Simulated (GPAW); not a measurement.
Crystal: NbTe.

```xyz
2
Lattice="3.7030 0.0000 0.0000 -1.8515 3.2069 0.0000 0.0000 0.0000 3.6942" Properties=species:S:1:pos:R:3 pbc="T T T"
Te    1.8515    1.0690    0.0000
Nb    0.0000    0.0000    1.8471
```

The cell comes from a database or a generator and needn't be the stable form of this composition.

Base run:

- Program: GPAW 26.7.0
- Functional: PBEsol
- Potentials or basis: PAW data sets generated in the run's folder for this functional
- Cutoff: 600 eV
- Basis: pw
- k mesh: 8 × 8 × 7
- Occupations: fermi-dirac, width 0.05 eV
- Spin: no spin polarisation

Its results: pressure -6.1 GPa.

Problem. After a change of settings the same cell gave: pressure -2.1 GPa. Which change was it?
A. functional from PBEsol to r2SCAN; potentials or basis from PAW data sets generated in the run's folder for this functional to GPAW PAW data sets (gpaw-data 1.2.1)
B. functional from PBEsol to RPBE; potentials or basis from PAW data sets generated in the run's folder for this functional to the program's PAW data sets (release 1.2.1) made for this functional
C. functional from PBEsol to LDA; potentials or basis from PAW data sets generated in the run's folder for this functional to the program's PAW data sets (release 1.2.1) made for this functional
D. functional from PBEsol to revPBE; potentials or basis from PAW data sets generated in the run's folder for this functional to the program's PAW data sets (release 1.2.1) made for this functional

Solution. A.

Caveats: the PAW data sets were made with another functional, which shifts forces and pressure a little (some runs).

Runs at the PBE level aren't shown here.
